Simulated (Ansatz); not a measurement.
# CH₆AsBOSi: one species, many methods

An exercise on one series of results from a longer session: the logs are not shown, and one member is left open.

Method: functionals in def2-TZVPP, the program's frozen cores in correlated methods; program: Ansatz 0.2.0, Gaussian basis.

Levels to be run: PBE-D4, r2SCAN-D4, PBE0-D4, B3LYP-D4, ωB97X-V, ωB97M-V, B2PLYP; CCSD(T)/def2-TZVPP; MP2/def2-QZVPP; extrapolation to the limit.

**Structure used throughout**

An earlier PBE0-D4 in a triple-zeta def2 set relaxation fixed the geometry.

SMILES `O[SiH]1CB[AsH]1`, 11 atoms, charge 0, spin multiplicity 1.

Atoms are counted from 1 here; the program's logs count them from 0.

Bond lengths: O1–Si2 1.646 Å, O1–H6 0.959 Å, Si2–C3 1.882 Å, Si2–As5 2.365 Å, Si2–H7 1.484 Å, C3–B4 1.550 Å, C3–H8 1.087 Å, C3–H9 1.101 Å, B4–As5 2.040 Å, B4–H10 1.194 Å, As5–H11 1.517 Å. Angles: Si2–O1–H6 117.4°, O1–Si2–C3 111.2°, O1–Si2–As5 116.9°, O1–Si2–H7 110.8°, C3–Si2–As5 85.2°, C3–Si2–H7 115.7°, As5–Si2–H7 114.9°, Si2–C3–B4 87.0°, Si2–C3–H8 124.9°, Si2–C3–H9 97.9°, B4–C3–H8 121.6°, B4–C3–H9 111.7°, H8–C3–H9 110.2°, C3–B4–As5 106.9°, C3–B4–H10 126.5°, As5–B4–H10 124.6°, Si2–As5–B4 64.8°, Si2–As5–H11 101.2° and more.

Coordinates:

```xyz
11
CH6AsBOSi
O    -2.07588    0.52072    0.85759
Si   -0.64070    0.57327    0.05315
C     0.73182   -0.23378    1.05705
B     1.33584   -0.69879   -0.29220
As   -0.23065   -1.14453   -1.52007
H    -2.87675    0.61588    0.33913
H    -0.35854    1.94660   -0.43428
H     1.33512    0.27327    1.80571
H     0.12969   -1.02631    1.52728
H     2.46039   -0.54036   -0.65941
H     0.25508   -0.34286   -2.71346
```

The first run:

Contents of in.yaml:

```yaml
crystal:
  periodic: [false, false, false]
  atoms:
    - {symbol: O, position_ang: [-2.075880, 0.520717, 0.857594]}
    - {symbol: Si, position_ang: [-0.640700, 0.573271, 0.053147]}
    - {symbol: C, position_ang: [0.731822, -0.233778, 1.057050]}
    - {symbol: B, position_ang: [1.335842, -0.698794, -0.292204]}
    - {symbol: As, position_ang: [-0.230653, -1.144533, -1.520067]}
    - {symbol: H, position_ang: [-2.876753, 0.615881, 0.339134]}
    - {symbol: H, position_ang: [-0.358540, 1.946596, -0.434283]}
    - {symbol: H, position_ang: [1.335116, 0.273271, 1.805714]}
    - {symbol: H, position_ang: [0.129686, -1.026310, 1.527281]}
    - {symbol: H, position_ang: [2.460385, -0.540365, -0.659405]}
    - {symbol: H, position_ang: [0.255076, -0.342857, -2.713459]}
basis:
  gaussian: {orbitals: def2-TZVPP}
hamiltonian: {xc: pbe, dispersion: d4}
output: {forces: true, orbitals: {seedname: orbitals}}
```

Started as:

```sh
ansatz run in.yaml --threads 4 --pin off --events-out ev --progress --plain --max-ram 10444MiB
```

Among the steps run: PBE-D4 (GGA); r2SCAN-D4 (meta-GGA); PBE0-D4 (hybrid); B3LYP-D4 (hybrid); ωB97X-V (range-separated); ωB97M-V (range-separated); B2PLYP (double hybrid); CCSD(T) in def2-TZVPP; MP2 in def2-QZVPP.

One of the session's tables, all rows but one given; the rest of the session is left out.

```
            method  atomisation energy (kJ/mol)
            PBE-D4                       3963.4
         r2SCAN-D4                       3925.8
           PBE0-D4                       3903.0
          B3LYP-D4                       3893.0
           ωB97X-V                       3924.9
           ωB97M-V                       3908.1
            B2PLYP                       3845.8
     HF/def2-TZVPP                       2802.8
    MP2/def2-TZVPP                       3845.8
   CCSD/def2-TZVPP                       3721.4
CCSD(T)/def2-TZVPP                       3784.9
           MP2/CBS                            ?
       CCSD(T)/CBS                       3893.1
```

Q: Estimate the row for MP2/CBS from the others.

**Answer.** atomisation energy (kJ/mol): 3954.0. In the column «atomisation energy (kJ/mol)» it lies between r2SCAN-D4 (3925.8) and PBE-D4 (3963.4).

Limits of these values: Free atoms (1 O, 1 Si, 1 C, 1 B, 1 As, 6 H) were run apart at each level; the atomisation energy is their sum less the molecule, without zero-point or spin-orbit terms.
